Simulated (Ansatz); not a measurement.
**BH10NSi4: inversion of the pyramid at N1**

Wanted: the energy profile along the inversion of the pyramid at N1, from relaxed end points and a band of images. SMILES of the start: N[SiH2][SiH]1B[SiH2][SiH2]1.

Method: RHF/6-31G*, in Ansatz 0.2.0.

### Step 1. Starting point

Bond lengths (14 of 16 bonds, heavy atoms first): N1–Si2 1.750 Å, Si2–Si3 2.215 Å, Si3–B4 2.071 Å, B4–Si5 1.989 Å, Si3–Si6 2.190 Å, Si5–Si6 2.197 Å, N1–H7 1.023 Å, N1–H8 1.104 Å, Si2–H9 1.440 Å, Si2–H10 1.471 Å, Si3–H11 1.503 Å, B4–H12 1.130 Å, Si5–H13 1.477 Å, Si5–H14 1.494 Å. Angles (14 of 30 angles, heavy atoms first): N1–Si2–Si3 109.4°, Si2–Si3–B4 110.8°, Si2–Si3–Si6 112.1°, B4–Si3–Si6 95.6°, Si3–B4–Si5 87.1°, B4–Si5–Si6 97.9°, Si3–Si6–Si5 79.3°, N1–Si2–H9 111.3°, N1–Si2–H10 107.9°, Si3–Si2–H9 107.5°, Si3–Si2–H10 109.3°, Si2–N1–H7 108.9°, Si2–N1–H8 103.8°, Si2–Si3–H11 113.7°.

As a file:

```xyz
16

N    -2.1370   -2.1918   -0.4234
Si   -0.4707   -1.8121   -0.8003
Si    0.3089   -0.3647    0.6845
B     2.1960    0.2968    0.1450
Si    1.3873    2.0984   -0.0946
Si   -0.6611    1.5922    0.5176
H    -2.1953   -2.4956    0.5517
H    -2.6434   -1.2110   -0.4529
H    -0.3538   -1.2033   -2.0999
H     0.3072   -3.0578   -0.7191
H     0.3191   -0.8892    2.0930
H     3.2017   -0.2024    0.0151
H     1.4036    2.5661   -1.4957
H     1.9775    3.0666    0.8776
H    -1.6206    1.6067   -0.5911
H    -1.0423    2.1785    1.8367
```

### Step 2. End point A

File input.yaml:

```yaml
crystal:
  periodic: [false, false, false]
  atoms:
    - { symbol: "N", position_ang: [-2.137, -2.1918, -0.4234] }
    - { symbol: Si, position_ang: [-0.4707, -1.8121, -0.8003] }
    - { symbol: Si, position_ang: [0.3089, -0.3647, 0.6845] }
    - { symbol: B, position_ang: [2.196, 0.2968, 0.145] }
    - { symbol: Si, position_ang: [1.3873, 2.0984, -0.0946] }
    - { symbol: Si, position_ang: [-0.6611, 1.5922, 0.5176] }
    - { symbol: H, position_ang: [-2.1953, -2.4956, 0.5517] }
    - { symbol: H, position_ang: [-2.6434, -1.211, -0.4529] }
    - { symbol: H, position_ang: [-0.3538, -1.2033, -2.0999] }
    - { symbol: H, position_ang: [0.3072, -3.0578, -0.7191] }
    - { symbol: H, position_ang: [0.3191, -0.8892, 2.093] }
    - { symbol: H, position_ang: [3.2017, -0.2024, 0.0151] }
    - { symbol: H, position_ang: [1.4036, 2.5661, -1.4957] }
    - { symbol: H, position_ang: [1.9775, 3.0666, 0.8776] }
    - { symbol: H, position_ang: [-1.6206, 1.6067, -0.5911] }
    - { symbol: H, position_ang: [-1.0423, 2.1785, 1.8367] }
basis:
  gaussian: { orbitals: "6-31G*" }
hamiltonian:
  xc: hf
relax:
  f_tol: 0.015
  max_steps: 40
```

The run is started by

```sh
$ ansatz run input.yaml --threads 2 --pin off --max-ram 3072MiB --backend cpu --events-out ev --progress --plain --runs-dir out
```

What it wrote, shortened:

```text
Warning: RAYON_NUM_THREADS=2 ignored (pool sized by the plan → 2); use --threads N
[...]
Functional definition: HF
[...]
1366 factors; integrals over basis functions are off by at most 6.3e-4 eV
[...]
mean field -33756.39127047 eV, -1240.5244982858 hartree, gradient 2.7e-5 eV, S^2 0.000000; 0 other end points of the search recorded, 0 dependent functions left out
[...]
reference -33756.39127047 eV, -1240.5244982858 hartree; 39, 39 occupied and 87, 87 virtual orbitals, 1366 factors
relax step   1: F+E_penalty+E_count = -33756.39127047 eV  Δ(F+E_penalty+E_count) = +0.000e0 eV  max|allowed force component| = 3.269e0 eV/Å  Δτ_max = 0.0000 Å  (44 SCF iters, accepted)
[...]
relax step   4: F+E_penalty+E_count = -33757.89165759 eV  Δ(F+E_penalty+E_count) = -3.982e-2 eV  max|allowed force component| = 3.527e-1 eV/Å  Δτ_max = 0.0963 Å  (36 SCF iters, accepted)
[...]
relax step   7: F+E_penalty+E_count = -33757.93567097 eV  Δ(F+E_penalty+E_count) = -7.649e-3 eV  max|allowed force component| = 8.765e-2 eV/Å  Δτ_max = 0.1799 Å  (34 SCF iters, accepted)
[...]
relax step  10: F+E_penalty+E_count = -33757.94632037 eV  Δ(F+E_penalty+E_count) = -7.414e-3 eV  max|allowed force component| = 2.557e-1 eV/Å  Δτ_max = 0.2000 Å  (35 SCF iters, accepted)
[...]
relax step  11: F+E_penalty+E_count = -33757.94865909 eV  Δ(F+E_penalty+E_count) = -2.339e-3 eV  max|allowed force component| = 2.981e-1 eV/Å  Δτ_max = 0.1450 Å  (36 SCF iters, accepted)
[...]
relax step  12: F+E_penalty+E_count = -33757.96738599 eV  Δ(F+E_penalty+E_count) = -1.873e-2 eV  max|allowed force component| = 3.062e-1 eV/Å  Δτ_max = 0.1590 Å  (34 SCF iters, accepted)
[...]
1366 factors; integrals over basis functions are off by at most 7.1e-4 eV
mean field -33757.97662617 eV, -1240.5827590333 hartree, gradient 1.3e-5 eV, S^2 0.000000; 0 other end points of the search recorded, 0 dependent functions left out
[...]
reference -33757.97662617 eV, -1240.5827590333 hartree; 39, 39 occupied and 87, 87 virtual orbitals, 1366 factors
```

### Step 3. More of the same log: end point A relaxed

Output, continued, shortened:

```text
relax step  13: F+E_penalty+E_count = -33757.97662617 eV  Δ(F+E_penalty+E_count) = -9.240e-3 eV  max|allowed force component| = 1.959e-1 eV/Å  Δτ_max = 0.1546 Å  (36 SCF iters, accepted)
[...]
relax step  15: F+E_penalty+E_count = -33757.97033492 eV  Δ(F+E_penalty+E_count) = +1.059e-2 eV  max|allowed force component| = 2.724e-1 eV/Å  Δτ_max = 0.1595 Å  (35 SCF iters, rejected (line search))
[...]
relax step  17: F+E_penalty+E_count = -33757.98733496 eV  Δ(F+E_penalty+E_count) = -2.555e-3 eV  max|allowed force component| = 5.427e-2 eV/Å  Δτ_max = 0.0536 Å  (36 SCF iters, accepted)
[...]
relax step  19: F+E_penalty+E_count = -33757.98812596 eV  Δ(F+E_penalty+E_count) = -2.565e-4 eV  max|allowed force component| = 3.526e-2 eV/Å  Δτ_max = 0.0118 Å  (29 SCF iters, accepted)
[...]
Atom 6 at    -2.383324    -2.936918     0.016530 Å, force     0.000011     0.002731    -0.004097 eV/Å
Atom 7 at    -2.869410    -1.618084    -0.837600 Å, force    -0.005713    -0.002092     0.002632 eV/Å
Atom 8 at    -0.379747    -0.975671    -2.091141 Å, force     0.000587    -0.000482    -0.000900 eV/Å
Atom 9 at     0.357843    -2.971312    -0.956432 Å, force    -0.001254    -0.000344     0.000993 eV/Å
Atom 10 at     0.198316    -1.206063     2.215650 Å, force    -0.000704    -0.000354    -0.000169 eV/Å
Atom 11 at     3.248030     0.134349     0.913140 Å, force     0.006500    -0.002337     0.001555 eV/Å
Atom 12 at     1.202868     1.841342    -1.800656 Å, force    -0.000804     0.000824    -0.000715 eV/Å
Atom 13 at     2.194006     3.406152    -0.264233 Å, force     0.001325     0.001395     0.001146 eV/Å
Atom 14 at    -1.846873     1.995052     0.205484 Å, force    -0.000367    -0.000957     0.000439 eV/Å
Atom 15 at    -0.543487     2.453714     2.173305 Å, force    -0.000836    -0.001732    -0.000876 eV/Å
Dipole moment:    -0.159480    -0.087728     0.133192 e Å
```

Wall time 80 s (2 threads of Arm Neoverse V1, shared host); peak memory 0.33 GiB.

The steps of the relaxation:

```
step  energy from step 1 (eV)  largest force component (eV/Å)
   1                   0.0000                          3.2691
   2                  -1.2507                          1.1689
   3                  -1.4606                          0.6112
   4                  -1.5004                          0.3527
   5                  -1.5219                          0.6190
   6                  -1.5368                          0.3089
   7                  -1.5444                          0.0876
   8                  -1.5454                          0.1930
   9                  -1.5476                          0.1499
  10                  -1.5551                          0.2557
  11                  -1.5574                          0.2981
  12                  -1.5761                          0.3062
  13                  -1.5854                          0.1959
  14                  -1.5897                          0.1590
 15x                  -1.5791                          0.2724
  16                  -1.5935                          0.0777
  17                  -1.5961                          0.0543
  18                  -1.5966                          0.0556
  19                  -1.5969                          0.0353
  20                  -1.5969                          0.0314
  21                  -1.5970                          0.0166
  22                  -1.5970                          0.0074
```

Step 1 is the start. 1 step was tried and not accepted (marked x).

After: Bond lengths (14 of 16 bonds, heavy atoms first): N1–Si2 1.730 Å, Si2–Si3 2.374 Å, Si3–B4 2.055 Å, B4–Si5 2.057 Å, Si3–Si6 2.380 Å, Si5–Si6 2.370 Å, N1–H7 0.998 Å, N1–H8 0.998 Å, Si2–H9 1.477 Å, Si2–H10 1.478 Å, Si3–H11 1.485 Å, B4–H12 1.187 Å, Si5–H13 1.484 Å, Si5–H14 1.479 Å. Angles (14 of 30 angles, heavy atoms first): N1–Si2–Si3 114.8°, Si2–Si3–B4 113.2°, Si2–Si3–Si6 111.1°, B4–Si3–Si6 85.8°, Si3–B4–Si5 97.7°, B4–Si5–Si6 86.0°, Si3–Si6–Si5 81.4°, N1–Si2–H9 107.6°, N1–Si2–H10 107.9°, Si3–Si2–H9 108.6°, Si3–Si2–H10 108.4°, Si2–N1–H7 120.4°, Si2–N1–H8 120.0°, Si2–Si3–H11 109.0°.

### Step 4. End point B

The second end starts from a geometry with the move made by hand.

input.yaml, as its differences from that of step 2:

```diff
@@ -9,4 +9,4 @@
     - { symbol: Si, position_ang: [-0.6611, 1.5922, 0.5176] }
-    - { symbol: H, position_ang: [-2.1953, -2.4956, 0.5517] }
-    - { symbol: H, position_ang: [-2.6434, -1.211, -0.4529] }
+    - { symbol: H, position_ang: [-2.19637, -3.17106, -0.13349] }
+    - { symbol: H, position_ang: [-2.64488, -2.14748, -1.40288] }
     - { symbol: H, position_ang: [-0.3538, -1.2033, -2.0999] }
```

The run is started by

```sh
$ ansatz run input.yaml --threads 2 --pin off --max-ram 3072MiB --backend cpu --events-out ev --progress --plain --runs-dir out
```

What it wrote, shortened:

```text
Warning: RAYON_NUM_THREADS=2 ignored (pool sized by the plan → 2); use --threads N
[...]
[... 1 set-up line as earlier in the session ...]
[...]
1367 factors; integrals over basis functions are off by at most 6.3e-4 eV
[...]
mean field -33756.39765902 eV, -1240.5247330607 hartree, gradient 1.3e-5 eV, S^2 0.000000; 0 other end points of the search recorded, 0 dependent functions left out
[...]
reference -33756.39765902 eV, -1240.5247330607 hartree; 39, 39 occupied and 87, 87 virtual orbitals, 1367 factors
relax step   1: F+E_penalty+E_count = -33756.39765902 eV  Δ(F+E_penalty+E_count) = +0.000e0 eV  max|allowed force component| = 3.680e0 eV/Å  Δτ_max = 0.0000 Å  (39 SCF iters, accepted)
[...]
relax step   4: F+E_penalty+E_count = -33757.88964888 eV  Δ(F+E_penalty+E_count) = -4.361e-2 eV  max|allowed force component| = 4.903e-1 eV/Å  Δτ_max = 0.1317 Å  (34 SCF iters, accepted)
[...]
relax step   7: F+E_penalty+E_count = -33757.96704511 eV  Δ(F+E_penalty+E_count) = -1.516e-2 eV  max|allowed force component| = 4.986e-2 eV/Å  Δτ_max = 0.1806 Å  (35 SCF iters, accepted)
[...]
relax step  10: F+E_penalty+E_count = -33757.98739543 eV  Δ(F+E_penalty+E_count) = -1.556e-2 eV  max|allowed force component| = 2.161e-1 eV/Å  Δτ_max = 0.2000 Å  (34 SCF iters, accepted)
[...]
relax step  11: F+E_penalty+E_count = -33757.98581472 eV  Δ(F+E_penalty+E_count) = +1.581e-3 eV  max|allowed force component| = 4.494e-1 eV/Å  Δτ_max = 0.1639 Å  (35 SCF iters, rejected (line search))
[...]
relax step  12: F+E_penalty+E_count = -33757.99611465 eV  Δ(F+E_penalty+E_count) = -8.719e-3 eV  max|allowed force component| = 8.472e-2 eV/Å  Δτ_max = 0.0798 Å  (35 SCF iters, accepted)
```

### Step 5. The output, continued: end point B relaxed

Output, continued, shortened:

```text
[...]
1367 factors; integrals over basis functions are off by at most 7.1e-4 eV
[...]
mean field -33758.00057704 eV, -1240.5836392116 hartree, gradient 2.5e-5 eV, S^2 0.000000; 0 other end points of the search recorded, 0 dependent functions left out
[...]
reference -33758.00057704 eV, -1240.5836392116 hartree; 39, 39 occupied and 87, 87 virtual orbitals, 1367 factors
relax step  13: F+E_penalty+E_count = -33758.00057704 eV  Δ(F+E_penalty+E_count) = -4.462e-3 eV  max|allowed force component| = 7.552e-2 eV/Å  Δτ_max = 0.1000 Å  (34 SCF iters, accepted)
[...]
relax step  17: F+E_penalty+E_count = -33758.00530533 eV  Δ(F+E_penalty+E_count) = -1.817e-4 eV  max|allowed force component| = 4.005e-3 eV/Å  Δτ_max = 0.0116 Å  (28 SCF iters, accepted)
[...]
Atom 6 at    -2.406824    -2.638662     0.011344 Å, force    -0.002433    -0.003101     0.001242 eV/Å
Atom 7 at    -2.568001    -2.601974    -1.623724 Å, force    -0.003305    -0.001780     0.001417 eV/Å
Atom 8 at    -0.256229    -1.041094    -2.252011 Å, force     0.000046    -0.000092    -0.000712 eV/Å
Atom 9 at     0.520645    -2.985474    -1.135089 Å, force     0.002426     0.000028    -0.001041 eV/Å
Atom 10 at     0.115743    -1.357172     2.087240 Å, force     0.000450    -0.000377    -0.001310 eV/Å
Atom 11 at     3.185081     0.079569     0.932706 Å, force    -0.013385     0.002003    -0.004643 eV/Å
Atom 12 at     1.210354     1.861177    -1.781745 Å, force     0.002064     0.000778     0.002708 eV/Å
Atom 13 at     2.107086     3.377439    -0.141743 Å, force    -0.001378    -0.004078    -0.000514 eV/Å
Atom 14 at    -1.927513     1.886381     0.125761 Å, force     0.002329    -0.001490     0.000530 eV/Å
Atom 15 at    -0.681908     2.276664     2.148261 Å, force    -0.001338    -0.001749    -0.001541 eV/Å
Dipole moment:    -0.127255    -0.288890    -0.004994 e Å
```

Wall time 65 s (2 threads of Arm Neoverse V1, shared host); peak memory 0.32 GiB.

Relaxation path:

```
step  energy from step 1 (eV)  largest force component (eV/Å)
   1                   0.0000                          3.6804
   2                  -1.2789                          1.3631
   3                  -1.4484                          0.6904
   4                  -1.4920                          0.4903
   5                  -1.5365                          0.2293
   6                  -1.5542                          0.0990
   7                  -1.5694                          0.0499
   8                  -1.5738                          0.3446
   9                  -1.5742                          0.4433
  10                  -1.5897                          0.2161
 11x                  -1.5882                          0.4494
  12                  -1.5985                          0.0847
  13                  -1.6029                          0.0755
  14                  -1.6052                          0.1131
  15                  -1.6064                          0.0653
  16                  -1.6075                          0.0385
  17                  -1.6076                          0.0040
  18                  -1.6077                          0.0134
```

Step 1 is the start. 1 step was tried and not accepted (marked x).

After: Bond lengths (14 of 16 bonds, heavy atoms first): N1–Si2 1.731 Å, Si2–Si3 2.362 Å, Si3–B4 2.057 Å, B4–Si5 2.059 Å, Si3–Si6 2.377 Å, Si5–Si6 2.371 Å, N1–H7 0.998 Å, N1–H8 0.999 Å, Si2–H9 1.477 Å, Si2–H10 1.485 Å, Si3–H11 1.485 Å, B4–H12 1.188 Å, Si5–H13 1.483 Å, Si5–H14 1.479 Å. Angles (14 of 30 angles, heavy atoms first): N1–Si2–Si3 109.4°, Si2–Si3–B4 112.0°, Si2–Si3–Si6 111.8°, B4–Si3–Si6 86.0°, Si3–B4–Si5 97.6°, B4–Si5–Si6 86.2°, Si3–Si6–Si5 81.4°, N1–Si2–H9 107.5°, N1–Si2–H10 114.5°, Si3–Si2–H9 110.6°, Si3–Si2–H10 108.4°, Si2–N1–H7 120.5°, Si2–N1–H8 119.7°, Si2–Si3–H11 108.8°.

### Step 6. The band

crystal.atoms is end A as relaxed above, and neb.final_atoms is end B, turned to lie on A. With 5 inner images the band has 7 in all.

File input.yaml:

```yaml
crystal:
  periodic: [false, false, false]
  atoms:
    - { symbol: "N", position_ang: [-2.128123, -2.26782, -0.679244] }
    - { symbol: Si, position_ang: [-0.482091, -1.76066, -0.844497] }
    - { symbol: Si, position_ang: [0.339258, -0.442324, 0.95025] }
    - { symbol: B, position_ang: [2.157157, 0.428404, 0.549342] }
    - { symbol: Si, position_ang: [1.453352, 2.130399, -0.367311] }
    - { symbol: Si, position_ang: [-0.540676, 1.76684, 0.861613] }
    - { symbol: H, position_ang: [-2.383324, -2.936918, 0.01653] }
    - { symbol: H, position_ang: [-2.86941, -1.618084, -0.8376] }
    - { symbol: H, position_ang: [-0.379747, -0.975671, -2.091141] }
    - { symbol: H, position_ang: [0.357843, -2.971312, -0.956432] }
    - { symbol: H, position_ang: [0.198316, -1.206063, 2.21565] }
    - { symbol: H, position_ang: [3.24803, 0.134349, 0.91314] }
    - { symbol: H, position_ang: [1.202868, 1.841342, -1.800656] }
    - { symbol: H, position_ang: [2.194006, 3.406152, -0.264233] }
    - { symbol: H, position_ang: [-1.846873, 1.995052, 0.205484] }
    - { symbol: H, position_ang: [-0.543487, 2.453714, 2.173305] }
basis:
  gaussian: { orbitals: "6-31G*" }
hamiltonian:
  xc: hf
neb:
  order_check: false
  images: 5
  f_tol: 0.03
  max_iterations: 60
  initial_path: idpp
  final_atoms:
    - { symbol: "N", position_ang: [-2.17696492, -2.07972154, -0.57448161] }
    - { symbol: Si, position_ang: [-0.50393406, -1.72582127, -0.84276767] }
    - { symbol: Si, position_ang: [0.31998291, -0.43070157, 0.95290743] }
    - { symbol: B, position_ang: [2.1482048, 0.40926669, 0.52262714] }
    - { symbol: Si, position_ang: [1.45450435, 2.13915531, -0.35146024] }
    - { symbol: Si, position_ang: [-0.52691207, 1.78928088, 0.90320321] }
    - { symbol: H, position_ang: [-2.48350923, -2.44706896, 0.30163112] }
    - { symbol: H, position_ang: [-2.7333656, -2.43838362, -1.32264341] }
    - { symbol: H, position_ang: [-0.40701013, -0.9748415, -2.11099317] }
    - { symbol: H, position_ang: [0.36236806, -2.92239179, -0.99440614] }
    - { symbol: H, position_ang: [0.19282851, -1.21441349, 2.20759069] }
    - { symbol: H, position_ang: [3.2417632, 0.08702323, 0.85545571] }
    - { symbol: H, position_ang: [1.18320731, 1.88197659, -1.78696896] }
    - { symbol: H, position_ang: [2.22125407, 3.39859312, -0.2329038] }
    - { symbol: H, position_ang: [-1.84175804, 2.05923788, 0.28753982] }
    - { symbol: H, position_ang: [-0.47356017, 2.44621003, 2.22986987] }
```

The run is started by

```sh
$ ansatz run input.yaml --threads 2 --pin off --max-ram 3072MiB --backend cpu --events-out ev --progress --plain --runs-dir out
```

What it wrote, shortened:

```text
Warning: RAYON_NUM_THREADS=2 ignored (pool sized by the plan → 2); use --threads N
[...]
[... 1 set-up line as earlier in the session ...]
[...]
1362 factors; integrals over basis functions are off by at most 6.8e-4 eV
[...]
mean field -33757.98830002 eV, -1240.5831880395 hartree, gradient 1.2e-5 eV, S^2 0.000000; 0 other end points of the search recorded, 0 dependent functions left out
[...]
reference -33757.98830002 eV, -1240.5831880395 hartree; 39, 39 occupied and 87, 87 virtual orbitals, 1362 factors
1362 factors; integrals over basis functions are off by at most 6.7e-4 eV
[...]
mean field -33758.00539742 eV, -1240.5838163574 hartree, gradient 2.5e-5 eV, S^2 0.000000; 0 other end points of the search recorded, 0 dependent functions left out
[...]
reference -33758.00539742 eV, -1240.5838163574 hartree; 39, 39 occupied and 87, 87 virtual orbitals, 1362 factors
[...]
Atom 6 at    -2.499959    -2.645179     0.191850 Å, force     0.000444     0.002519    -0.000632 eV/Å
Atom 7 at    -2.866938    -1.883210    -1.234779 Å, force    -0.004871    -0.006374     0.006052 eV/Å
Atom 8 at    -0.449048    -0.957197    -2.096405 Å, force    -0.002091     0.000174    -0.003128 eV/Å
Atom 9 at     0.382735    -2.928684    -1.025006 Å, force    -0.000812     0.002715    -0.000378 eV/Å
Atom 10 at     0.233654    -1.251573     2.200219 Å, force     0.000099     0.001620     0.001437 eV/Å
Atom 11 at     3.266458     0.085322     0.854948 Å, force     0.001473     0.000414    -0.000290 eV/Å
Atom 12 at     1.187569     1.884477    -1.768005 Å, force     0.001072    -0.000768     0.000077 eV/Å
Atom 13 at     2.215137     3.398196    -0.205326 Å, force     0.001332    -0.001082     0.001203 eV/Å
Atom 14 at    -1.830258     2.006287     0.293652 Å, force    -0.000370     0.000164     0.000578 eV/Å
Atom 15 at    -0.487052     2.403675     2.248936 Å, force    -0.000324     0.000852     0.000306 eV/Å
Dipole moment:    -0.216994    -0.119779     0.029529 e Å
this run last wrote the band of iteration 7 to <dir>
```

Run time: 2.2 min. Hardware: 2 threads of Arm Neoverse V1, shared host; peak memory 0.33 GiB.

(Part 1 of 2 ends here.)
